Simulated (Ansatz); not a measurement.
# Ga2SbP: the cell at several levels of theory

Aim: relax Ga2SbP as one 4-atom ordering (P-4m2) on the zincblende lattice with PBE and r2SCAN and see how far the functionals disagree on the cell. This is a trial cell built on a prototype, not taken from a measured structure, and it needn't be the compound's ground state.

Code: Ansatz 0.2.0. PAW datasets, plane waves, zero pressure. No spin polarisation and no zero-point or thermal motion; the cell was built from a prototype and may be hypothetical.

### Step 1. The structure to begin with

This is the cell as the run starts from it, not yet at rest; its lengths are not the crystal's.

Space group P-4m2 (No. 115), tetragonal; conventional cell a = 3.955 Å, c = 5.594 Å, 21.88 Å³ an atom. P has 4 Ga at 2.42 Å; Ga has 2 P at 2.42 Å and 2 Sb at 2.42 Å; Sb has 4 Ga at 2.42 Å.

Coordinates:

```cif
data_structure
_symmetry_space_group_name_H-M 'P 1'
_symmetry_Int_Tables_number 1
_cell_length_a 3.9553
_cell_length_b 3.9553
_cell_length_c 5.5936
_cell_angle_alpha 90.000
_cell_angle_beta 90.000
_cell_angle_gamma 90.000
_cell_volume 87.51
loop_
_atom_site_label
_atom_site_type_symbol
_atom_site_fract_x
_atom_site_fract_y
_atom_site_fract_z
_atom_site_occupancy
P1 P 0.00000 0.00000 0.00000 1
Ga1 Ga 0.00000 0.50000 0.75000 1
Sb1 Sb 0.50000 0.50000 0.50000 1
Ga2 Ga 0.50000 0.00000 0.25000 1
```

### Step 2. Relaxation with PBE

The input, input.yaml:

```yaml
crystal:
  lattice:
    - [3.9552727373, 0.0, 0.0]
    - [0.0, 3.9552727373, 0.0]
    - [0.0, 0.0, 5.593600348]
  atoms:
    - { symbol: P, position: [0.0, 0.0, 0.0] }
    - { symbol: Ga, position: [0.0, 0.5, 0.75] }
    - { symbol: Sb, position: [0.5, 0.5, 0.5] }
    - { symbol: Ga, position: [0.5, 0.0, 0.25] }
kpoints:
  mp_grid: { grid: [6, 6, 4] }
hamiltonian:
  xc: pbe
scf:
  occupations: { method: fermi_dirac, width: 0.02 }
relax:
  f_tol: 0.005
  cell: {}
```

On the command line:

```
$ ansatz run input.yaml --threads 2 --pin off --max-ram 2211MiB --backend cpu --events-out ev --progress --plain --runs-dir out
```

The log of the run:

```text
Warning: RAYON_NUM_THREADS=2 ignored (pool sized by the plan → 2); use --threads N
Engine: ansatz 0.2.0, aarch64-unknown-linux-gnu
Pseudopotentials: kind: paw
Pseudopotential: P, paw, valence charge 5, recommended cutoff 420 eV (normal), P.paw.azcp
Pseudopotential: Ga, paw, valence charge 13, recommended cutoff 420 eV (normal), Ga.paw.azcp
Pseudopotential: Sb, paw, valence charge 15, recommended cutoff 420 eV (normal), Sb.paw.azcp
Functional definition: PBE
  parameter kappa = 0.804
  parameter beta = 0.06672455060314922
  exchange = pbe_x(kappa = kappa, mu = beta*pi^2/3)
  correlation = pbe_c(beta = beta)
Crystal: 4 atoms, lattice volume = 87.507 Å³
Basis set: ecut = 420 eV, 1715 PW (Γ), exchange–correlation on 54×54×80 points (8 copies of the dense FFT grid, shifted against one another)
Bands: 28, of which v1, the nominal top of the filled ones, is band 23 counted from 1 (22 counted from 0)
Symmetry: 8 space group operations
Space group: P-4m2 (ITA 115), of the structure as read, at distance tolerance 4.4e-5 Å
k-points: 30 of 144 (time reversal used)
Non-local potential: P, projectors of the file, l = 0: 2, l = 1: 2, l = 2: 2
Non-local potential: Ga, projectors of the file, l = 0: 2, l = 1: 2, l = 2: 3, l = 3: 1
Non-local potential: Sb, projectors of the file, l = 0: 2, l = 1: 2, l = 2: 2, l = 3: 2
PAW form: soft (Blöchl's): semilocal exchange-correlation on the pseudo side does not see the compensation charge
PAW one-centre angular grid: P, 110 points (default); XC on 64 Gauss nodes
PAW one-centre angular grid: Ga, 590 points (default); XC on 64 Gauss nodes
PAW one-centre angular grid: Sb, 590 points (default); XC on 64 Gauss nodes
Initial density: superposition of atomic densities (neutral atoms: chi_scale 0, normalization atom), corrected by the library's trained network
Initial wavefunctions: pseudopotential atomic-orbital guess
Functional: x = pbe(κ = 0.804, μ = 0.2195149727645171), c = pbe(β = 0.06672455060314922)
SCF iter   1: F=—  HF=-14806.278412 eV  |F-HF|=—  |Δ(HF+E_count)|=         —  Δρ=1.57e-3  dr2=3.47e-3  ethr=1.77e-3  ⟨swp⟩=8.0  Hψ=4247  notcnv=0
preconditioner: auto → Resta (q_TF=auto, 2.451 Å⁻¹)  ε∞=3.8  [insulator: Δε(μ)=0.743 eV  Ē_g=14.321 eV  σ=0.020 eV  W_gap=1.00  n_scr=20 (ndim 8)  ℏωp=23.8 eV  f_vac=0.026  D(μ)=0.00/eV (n_scr^D=0)  ε∞_Penn≈3.8]
SCF iter   2: F=—  HF=-14806.274518 eV  |F-HF|=—  |Δ(HF+E_count)|=   3.89e-3  Δρ=9.01e-4  dr2=7.27e-4  ethr=7.55e-6  ⟨swp⟩=2.3  Hψ=1900  notcnv=0  defer=27
SCF iter   3: F=—  HF=-14806.274476 eV  |F-HF|=—  |Δ(HF+E_count)|=   4.19e-5  Δρ=3.78e-4  dr2=1.63e-4  ethr=1.58e-6  ⟨swp⟩=2.0  Hψ=1331  notcnv=0  defer=28
SCF iter   4: F=—  HF=-14806.274537 eV  |F-HF|=—  |Δ(HF+E_count)|=   6.05e-5  Δρ=1.55e-4  dr2=2.71e-5  ethr=3.54e-7  ⟨swp⟩=2.0  Hψ=1346  notcnv=0  defer=28
SCF iter   5: F=—  HF=-14806.274561 eV  |F-HF|=—  |Δ(HF+E_count)|=   2.41e-5  Δρ=6.32e-5  dr2=4.38e-6  ethr=5.90e-8  ⟨swp⟩=3.0  Hψ=1510  notcnv=0  defer=28
SCF iter   6: F=—  HF=-14806.274567 eV  |F-HF|=—  |Δ(HF+E_count)|=   6.02e-6  Δρ=1.69e-5  dr2=2.71e-7  ethr=9.52e-9  ⟨swp⟩=2.0  Hψ=1315  notcnv=0  defer=28
SCF iter   7: F=-14806.274567 eV  HF=-14806.274567 eV  |F-HF|=1.31e-8  |Δ(HF+E_count)|=   5.25e-7  Δρ=3.20e-6  dr2=9.13e-9  ethr=2.17e-10  ⟨swp⟩=5.0  Hψ=3094  notcnv=0
SCF 1 converged in 7 iterations: F = -14806.274567 eV  dr2 = 9.13e-9
relax step   1: F+E_penalty+E_count = -14806.27456729 eV  Δ(F+E_penalty+E_count) = +0.000e0 eV  max|allowed force component| = 2.592e0 eV/Å  Δτ_max = 0.0000 Å  P = +13.072 GPa  Ω = 87.507 Å³  (7 SCF iters, dr2 threshold 1.00e-7 eV, accepted)
Crystal: 4 atoms, lattice volume = 99.787 Å³
Basis set: ecut = 420 eV, 1923 PW (Γ), exchange–correlation on 54×54×80 points (8 copies of the dense FFT grid, shifted against one another)
Initial density: handed on by an earlier stage of this run
Initial wavefunctions: those handed on with the density
iter 1 solved again at ethr=2.17e-4 eV; its pass at ethr=3.10e-3 eV (dr2=9.96e-2 eV) is discarded
SCF iter   1: F=—  HF=-14807.054818 eV  |F-HF|=—  |Δ(HF+E_count)|=         —  Δρ=1.56e-2  dr2=1.00e-1  ethr=2.17e-4  ⟨swp⟩=1.4  Hψ=5663  notcnv=0
preconditioner: auto → Resta (q_TF=auto, 2.398 Å⁻¹)  ε∞=3.6  [insulator: Δε(μ)=0.208 eV  Ē_g=13.843 eV  σ=0.020 eV  W_gap=0.55  n_scr=20 (ndim 8)  ℏωp=22.3 eV  f_vac=0.074  D(μ)=0.41/eV (n_scr^D=0)  ε∞_Penn≈3.6]
SCF iter   2: F=—  HF=-14807.050723 eV  |F-HF|=—  |Δ(HF+E_count)|=   4.09e-3  Δρ=7.87e-3  dr2=2.98e-2  ethr=2.17e-4  ⟨swp⟩=3.4  Hψ=1505  notcnv=0
SCF iter   3: F=—  HF=-14807.058064 eV  |F-HF|=—  |Δ(HF+E_count)|=   7.34e-3  Δρ=1.75e-3  dr2=3.18e-3  ethr=6.48e-5  ⟨swp⟩=3.0  Hψ=1634  notcnv=0
SCF iter   4: F=—  HF=-14807.057426 eV  |F-HF|=—  |Δ(HF+E_count)|=   6.38e-4  Δρ=8.12e-4  dr2=7.12e-4  ethr=6.92e-6  ⟨swp⟩=2.0  Hψ=1531  notcnv=0
SCF iter   5: F=—  HF=-14807.057958 eV  |F-HF|=—  |Δ(HF+E_count)|=   5.33e-4  Δρ=2.29e-4  dr2=8.09e-5  ethr=1.55e-6  ⟨swp⟩=2.0  Hψ=1509  notcnv=0
SCF iter   6: F=—  HF=-14807.058076 eV  |F-HF|=—  |Δ(HF+E_count)|=   1.18e-4  Δρ=7.02e-5  dr2=6.87e-6  ethr=1.76e-7  ⟨swp⟩=3.0  Hψ=1584  notcnv=0
SCF iter   7: F=-14807.058092 eV  HF=-14807.058092 eV  |F-HF|=4.93e-7  |Δ(HF+E_count)|=   1.55e-5  Δρ=1.36e-5  dr2=2.57e-7  ethr=8.70e-10  ⟨swp⟩=4.1  Hψ=3978  notcnv=0
SCF 2 converged in 7 iterations: F = -14807.058092 eV  dr2 = 2.57e-7
relax step   2: F+E_penalty+E_count = -14807.05809242 eV  Δ(F+E_penalty+E_count) = -7.835e-1 eV  max|allowed force component| = 4.681e-1 eV/Å  Δτ_max = 0.1882 Å  P = +0.399 GPa  Ω = 99.787 Å³  energy of the carried Pulay correction = -2.983e-3 eV  (7 SCF iters, dr2 threshold 4.00e-7 eV, accepted)
Crystal: 4 atoms, lattice volume = 100.528 Å³
iter 1 solved again at ethr=4.66e-6 eV; its pass at ethr=3.10e-3 eV (dr2=2.14e-3 eV) is discarded
SCF iter   1: F=—  HF=-14807.079969 eV  |F-HF|=—  |Δ(HF+E_count)|=         —  Δρ=2.74e-3  dr2=2.16e-3  ethr=4.66e-6  ⟨swp⟩=2.1  Hψ=5296  notcnv=0
preconditioner: auto → Resta (q_TF=auto, 2.395 Å⁻¹)  ε∞=3.6  [insulator: Δε(μ)=0.211 eV  Ē_g=13.723 eV  σ=0.020 eV  W_gap=0.57  n_scr=20 (ndim 8)  ℏωp=22.2 eV  f_vac=0.043  D(μ)=0.43/eV (n_scr^D=0)  ε∞_Penn≈3.6]
SCF iter   2: F=—  HF=-14807.079811 eV  |F-HF|=—  |Δ(HF+E_count)|=   1.58e-4  Δρ=1.42e-3  dr2=7.03e-4  ethr=4.66e-6  ⟨swp⟩=1.2  Hψ=846  notcnv=0
SCF iter   3: F=—  HF=-14807.079851 eV  |F-HF|=—  |Δ(HF+E_count)|=   4.00e-5  Δρ=1.61e-4  dr2=2.18e-5  ethr=1.53e-6  ⟨swp⟩=2.0  Hψ=1409  notcnv=0
SCF iter   4: F=—  HF=-14807.079859 eV  |F-HF|=—  |Δ(HF+E_count)|=   8.23e-6  Δρ=9.83e-5  dr2=6.56e-6  ethr=4.74e-8  ⟨swp⟩=2.0  Hψ=1381  notcnv=0
SCF iter   5: F=—  HF=-14807.079852 eV  |F-HF|=—  |Δ(HF+E_count)|=   6.53e-6  Δρ=2.97e-5  dr2=7.16e-7  ethr=1.43e-8  ⟨swp⟩=2.0  Hψ=1381  notcnv=0
SCF iter   6: F=-14807.079853 eV  HF=-14807.079853 eV  |F-HF|=7.68e-8  |Δ(HF+E_count)|=   2.71e-7  Δρ=1.19e-5  dr2=8.50e-8  ethr=8.70e-10  ⟨swp⟩=5.3  Hψ=3456  notcnv=0
SCF 3 converged in 6 iterations: F = -14807.079853 eV  dr2 = 8.50e-8
relax step   3: F+E_penalty+E_count = -14807.07985272 eV  Δ(F+E_penalty+E_count) = -2.176e-2 eV  max|allowed force component| = 8.975e-2 eV/Å  Δτ_max = 0.0325 Å  P = +0.050 GPa  Ω = 100.528 Å³  energy of the carried Pulay correction = -3.151e-3 eV  (6 SCF iters, dr2 threshold 4.00e-7 eV, accepted)
Crystal: 4 atoms, lattice volume = 100.672 Å³
Basis set: ecut = 420 eV, 1931 PW (Γ), exchange–correlation on 54×54×80 points (8 copies of the dense FFT grid, shifted against one another)
iter 1 solved again at ethr=3.41e-7 eV; its pass at ethr=3.10e-3 eV (dr2=1.57e-4 eV) is discarded
SCF iter   1: F=—  HF=-14807.080829 eV  |F-HF|=—  |Δ(HF+E_count)|=         —  Δρ=6.83e-4  dr2=1.46e-4  ethr=3.41e-7  ⟨swp⟩=3.1  Hψ=5159  notcnv=0
preconditioner: auto → Resta (q_TF=auto, 2.394 Å⁻¹)  ε∞=3.6  [insulator: Δε(μ)=0.225 eV  Ē_g=13.719 eV  σ=0.020 eV  W_gap=0.61  n_scr=20 (ndim 8)  ℏωp=22.2 eV  f_vac=0.042  D(μ)=0.46/eV (n_scr^D=0)  ε∞_Penn≈3.6]
SCF iter   2: F=—  HF=-14807.080817 eV  |F-HF|=—  |Δ(HF+E_count)|=   1.27e-5  Δρ=3.50e-4  dr2=4.79e-5  ethr=3.18e-7  ⟨swp⟩=1.0  Hψ=840  notcnv=0
SCF iter   3: F=—  HF=-14807.080820 eV  |F-HF|=—  |Δ(HF+E_count)|=   3.64e-6  Δρ=3.21e-5  dr2=1.20e-6  ethr=1.04e-7  ⟨swp⟩=3.0  Hψ=1429  notcnv=0
SCF iter   4: F=-14807.080821 eV  HF=-14807.080821 eV  |F-HF|=4.06e-7  |Δ(HF+E_count)|=   6.52e-7  Δρ=1.66e-5  dr2=2.06e-7  ethr=8.70e-10  ⟨swp⟩=5.4  Hψ=3620  notcnv=0
SCF 4 converged in 4 iterations: F = -14807.080821 eV  dr2 = 2.06e-7
relax step   4: F+E_penalty+E_count = -14807.08082061 eV  Δ(F+E_penalty+E_count) = -9.679e-4 eV  max|allowed force component| = 1.264e-3 eV/Å  Δτ_max = 0.0079 Å  P = -0.012 GPa  Ω = 100.672 Å³  energy of the carried Pulay correction = -3.183e-3 eV  (4 SCF iters, dr2 threshold 4.00e-7 eV, accepted)
Basis set: ecut = 420 eV, 1931 PW (Γ), exchange–correlation on 60×60×80 points (8 copies of the dense FFT grid, shifted against one another)
Initial wavefunctions: pseudopotential atomic-orbital guess (no wavefunctions were taken with the density)
iter 1 solved again at ethr=7.35e-7 eV; its pass at ethr=3.10e-3 eV (dr2=3.38e-4 eV) is discarded
SCF iter   1: F=—  HF=-14807.063996 eV  |F-HF|=—  |Δ(HF+E_count)|=         —  Δρ=1.07e-3  dr2=4.11e-5  ethr=7.35e-7  ⟨swp⟩=3.5  Hψ=6323  notcnv=0
preconditioner: auto → Resta (q_TF=auto, 2.394 Å⁻¹)  ε∞=3.6  [insulator: Δε(μ)=0.229 eV  Ē_g=13.724 eV  σ=0.020 eV  W_gap=0.62  n_scr=20 (ndim 8)  ℏωp=22.2 eV  f_vac=0.042  D(μ)=0.46/eV (n_scr^D=0)  ε∞_Penn≈3.6]
SCF iter   2: F=—  HF=-14807.079250 eV  |F-HF|=—  |Δ(HF+E_count)|=   1.53e-2  Δρ=5.41e-4  dr2=7.96e-6  ethr=8.94e-8  ⟨swp⟩=2.1  Hψ=1207  notcnv=0
SCF iter   3: F=—  HF=-14807.084468 eV  |F-HF|=—  |Δ(HF+E_count)|=   5.22e-3  Δρ=9.65e-5  dr2=7.31e-7  ethr=1.73e-8  ⟨swp⟩=2.3  Hψ=1140  notcnv=0
SCF iter   4: F=—  HF=-14807.084634 eV  |F-HF|=—  |Δ(HF+E_count)|=   1.66e-4  Δρ=1.09e-5  dr2=1.23e-7  ethr=1.59e-9  ⟨swp⟩=2.0  Hψ=1353  notcnv=0
SCF iter   5: F=—  HF=-14807.084635 eV  |F-HF|=—  |Δ(HF+E_count)|=   7.63e-7  Δρ=5.24e-6  dr2=3.85e-8  ethr=2.68e-10  ⟨swp⟩=2.0  Hψ=1379  notcnv=0
SCF iter   6: F=—  HF=-14807.084635 eV  |F-HF|=—  |Δ(HF+E_count)|=   4.64e-8  Δρ=2.43e-6  dr2=1.02e-8  ethr=8.37e-11  ⟨swp⟩=2.0  Hψ=1363  notcnv=0
SCF iter   7: F=—  HF=-14807.084635 eV  |F-HF|=—  |Δ(HF+E_count)|=   3.44e-8  Δρ=3.65e-7  dr2=1.10e-10  ethr=2.23e-11  ⟨swp⟩=2.0  Hψ=1081  notcnv=0
SCF iter   8: F=—  HF=-14807.084635 eV  |F-HF|=—  |Δ(HF+E_count)|=  1.96e-10  Δρ=1.78e-7  dr2=4.62e-11  ethr=1.00e-12  ⟨swp⟩=5.2  Hψ=3164  notcnv=0
SCF iter   9: F=-14807.084635 eV  HF=-14807.084635 eV  |F-HF|=0.00e0  |Δ(HF+E_count)|=  4.18e-11  Δρ=3.90e-8  dr2=2.45e-12  ethr=1.00e-12  ⟨swp⟩=4.7  Hψ=2603  notcnv=0
SCF 5 converged in 9 iterations: F = -14807.084635 eV  dr2 = 2.45e-12
relax step   5: F+E_penalty+E_count = -14807.08463487 eV  Δ(F+E_penalty+E_count) = -3.814e-3 eV  max|allowed force component| = 1.861e-3 eV/Å  Δτ_max = 0.0000 Å  P = +0.016 GPa  Ω = 100.672 Å³  stress off target by 2.43e-2 GPa  SCF on the basis re-selected at this cell (its energy is not comparable with the rows above)  (9 SCF iters)
basis re-selected at this cell: Δ(F+E_penalty+E_count) = -3.814e-3 eV, ΔP = +0.028 GPa vs the last step (what re-selecting the basis moved, of the pressure what is left beyond the Pulay correction that the steps carried, after the strain that the cell walked since its last selection, with what the two solves' SCF thresholds leave and, on support functions, any second-order correction that the steps lacked; it is no measure of the basis error at this ecutwfc). The dense FFT grid was sized anew with the basis: this SCF ran on 30×30×40 points, the steps before it on 27×27×40, so part of this shift can come from that change (see relax.cell in the input reference). This SCF's stress stands 2.43e-2 GPa from its target on what of the cell is left free (relax.cell.stress_tol is 5.00e-2 GPa) and its largest allowed force component is 1.86e-3 eV/Å (relax.f_tol is 5.00e-3 eV/Å): within both
SCF converged after 9 iterations
Free energy (F): -14807.084635 eV
Harris-Foulkes:  -14807.084635 eV  (|F-HF|=0.00e0)
Internal energy: -14807.084078 eV  (E = F + TS)
E sigma→0 (E₀):  -14807.084357 eV
Entropy (-TS):   -0.000557 eV (-0.139 meV/atom)
Fermi energy:    7.257383 eV
--- Per-component energies (eV) ---
  E_band       = -331.845587
  E_kinetic    = 507.000708
  E_local      = -6219.321186  (includes V_loc(G=0)·N_el)
  E_nonlocal   = 1246.037429
  E_hartree    = 2866.398476
  E_xc         = -336.830623
  E_vxc        = -271.329336  (∫ρ·V_xc dr)
  E_paw        = -9123.730361  (= ΣΔE_a)
  E_vpaw       = -1327.029825  (= ΣTr[D̂ρ^β])
  E_aug_tail   = -0.000231  (compensation charges beyond the density's cutoff)
  E_ewald      = -3746.638290
  E_smearing   = -0.000557  (= −TS)
  E_closure    = -0.000000  (closes the sum)
  Σ components = -14807.084635   (vs F -14807.084635, Δ=0.00e0)
--- Forces (eV/Å), atoms counted from 1 ---
  atom   1  P     -0.00000000    -0.00000000     0.00000000
  atom   2  Ga     0.00000000     0.00000000     0.00186089
  atom   3  Sb    -0.00000000    -0.00000000     0.00000000
  atom   4  Ga     0.00000000     0.00000000    -0.00186089
  max |Σ_I F_I| component: 6.94e-17 eV/Å
--- Stress (GPa, compression-positive) ---
        0.024327      -0.000000       0.000000
       -0.000000       0.024327       0.000000
        0.000000       0.000000      -0.001177
  P = ⅓ Tr σ = 0.0158 GPa (0.158 kbar)
--- Relaxed structure (4 steps of the walk, 4 accepted, 1 SCFs on fresh bases) ---
  F+E_penalty+E_count = -14807.08463487 eV   max|allowed force component| = 1.861e-3 eV/Å   (the final SCF, on the basis selected at the relaxed cell)
  cell:  # Å, volume = 100.6721 Å³
    - [4.13988846297008, 0.0, 1.7158085186800468e-33]
    - [0.0, 4.13988846297008, 0.0]
    - [2.4265196775637974e-33, 0.0, 5.8739698008060675]
  atoms:
    - { symbol: P, position: [3.530222319469949e-34, 0.0, 0.0] }
    - { symbol: Ga, position: [7.425640051298858e-34, 0.5, 0.7764199678500378] }
    - { symbol: Sb, position: [0.5, 0.5, 0.5] }
    - { symbol: Ga, position: [0.5, 0.0, 0.2235800321499621] }
```

Wall time 34 s (2 threads of Arm Neoverse N1, shared host); peak memory 0.45 GiB.

The steps:

```
step  energy change (meV/atom)  largest force (eV/Å)  pressure (GPa)  volume (Å³/atom)
   1                       0.0                2.5925           13.07            21.877
   2                    -195.9                0.4681            0.40            24.947
   3                    -201.3                0.0898            0.05            25.132
   4                    -201.6                0.0013           -0.01            25.168
   5                    -202.5                0.0019            0.02            25.168
```

Step 5 solves the same cell on a plane-wave basis chosen anew, so the energy can jump there without a move.

The table lists every geometry solved, with passes on a fresh basis, whose energies don't compare exactly with the rows above.

```
                       before   after    change
                a (Å)   3.955   4.140   +4.67 %
                c (Å)   5.594   5.874   +5.01 %
     volume (Å³/atom)  21.877  25.168  +15.04 %
shortest distance (Å)   2.422   2.451   +1.21 %
          space group   P-4m2   P-4m2      same
```

[end of part 1 of 2]
